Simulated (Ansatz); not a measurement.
# GeH₃− (triplet): wave-function methods side by side at distance Ge1–H4 = 3.089 Å, aug-cc-pVDZ

An exercise on one series of results from a longer session: the logs are not shown, and one member is left open.

Method: aug-cc-pVDZ, core rule «outside noble gas», up to 14 orbitals frozen; program: Ansatz 0.2.0, Gaussian basis.

Plan: UHF; CCSD(T) on ROHF; CCSD(T) on UHF; BCCD(T) on ROHF; CISD; CCSDT(Q) on ROHF; CCSDT(Q) on UHF; CASSCF and MRCISD+Q, 4 electrons in 4 orbitals; CASSCF and NEVPT2, 4 electrons in 4 orbitals; CASSCF and MRCISD+Q, 8 electrons in 7 orbitals; CASSCF and NEVPT2, 8 electrons in 7 orbitals.

24 further runs of the same task are left out: 8 for a known fault of the program, 1 for a mislabelled method, 13 that didn't finish, 2 set aside as unsound or not needed.

**What is computed**

The geometry derives from a PBE0/def2-TZVPD stationary point (not a proven minimum). One bond is set to the value named and the two fragments are kept rigid. No spin-orbit coupling is included. The filled d shell of Ge may be among the frozen orbitals whatever the setting's name suggests; the logs give the count.

4 atoms, charge -1, spin multiplicity 3.

Atoms are counted from 1 here; the program's logs count them from 0.

Bond lengths: Ge1–H2 1.687 Å, Ge1–H3 1.687 Å. Angles: H2–Ge1–H3 120.0°.

Set-up of the first run:

Input file in.yaml:

```yaml
crystal:
  periodic: [false, false, false]
  atoms:
    - {symbol: Ge, position_ang: [0.008892, 0.016430, 0.000060]}
    - {symbol: H, position_ang: [1.694797, 0.062918, -0.006440]}
    - {symbol: H, position_ang: [-0.874286, 1.453209, 0.011960]}
    - {symbol: H, position_ang: [-1.461335, -2.700232, -0.009830]}
basis:
  gaussian: {orbitals: aug-cc-pVDZ}
total_charge: -1
magnetization: {spin_polarized: true, initial_magnetization: 2}
hamiltonian: {xc: hf}
output: {orbitals: {seedname: orbitals}}
```

On the command line:

```
$ ansatz run in.yaml --threads 1 --pin off --events-out ev --progress --plain --max-ram 2393MiB
```

Steps of the session up to this table: UHF; CCSD(T) on ROHF; CCSD(T) on UHF; BCCD(T) on ROHF; CISD; CCSDT(Q) on ROHF; CCSDT(Q) on UHF; CASSCF and MRCISD+Q, 4 electrons in 4 orbitals; CASSCF and NEVPT2, 4 electrons in 4 orbitals; CASSCF and MRCISD+Q, 8 electrons in 7 orbitals; CASSCF and NEVPT2, 8 electrons in 7 orbitals.

One of the session's tables, all rows but one given; the rest of the session is left out.

```
          method  from UCCSDT(Q) (meV)
            ROHF               +4004.5
             UHF               +3835.7
            RMP2               +1019.6
            UMP2                     ?
            CISD                +435.1
           RCCSD                +182.7
           UCCSD                +169.2
        RCCSD(T)                 +48.7
        UCCSD(T)                 +43.3
         BCCD(T)                 +45.6
          RCCSDT                 +10.6
          UCCSDT                  +6.1
       RCCSDT(Q)                  +4.2
       UCCSDT(Q)                     0
  CASSCF valence               +3023.1
  NEVPT2 valence                +990.6
  MRCISD valence                +336.0
MRCISD+Q valence                +119.8
```

**Question.** Estimate the row for UMP2.

**Answer.** from UCCSDT(Q) (meV): +998.3. In the column «from UCCSDT(Q) (meV)» it lies between NEVPT2 valence (+990.6) and RMP2 (+1019.6).

Left out of the table: CASSCF pair, NEVPT2 pair, MRCISD pair, MRCISD+Q pair (the active space lost an orbital or holds another state than full CI finds).

Caveats from the session: Restricted and unrestricted rows rest on different reference determinants; where their highest levels disagree by more than a few hundredths of an eV, they describe different states and don't form one ladder. Warnings in the runs' records: passed over end.
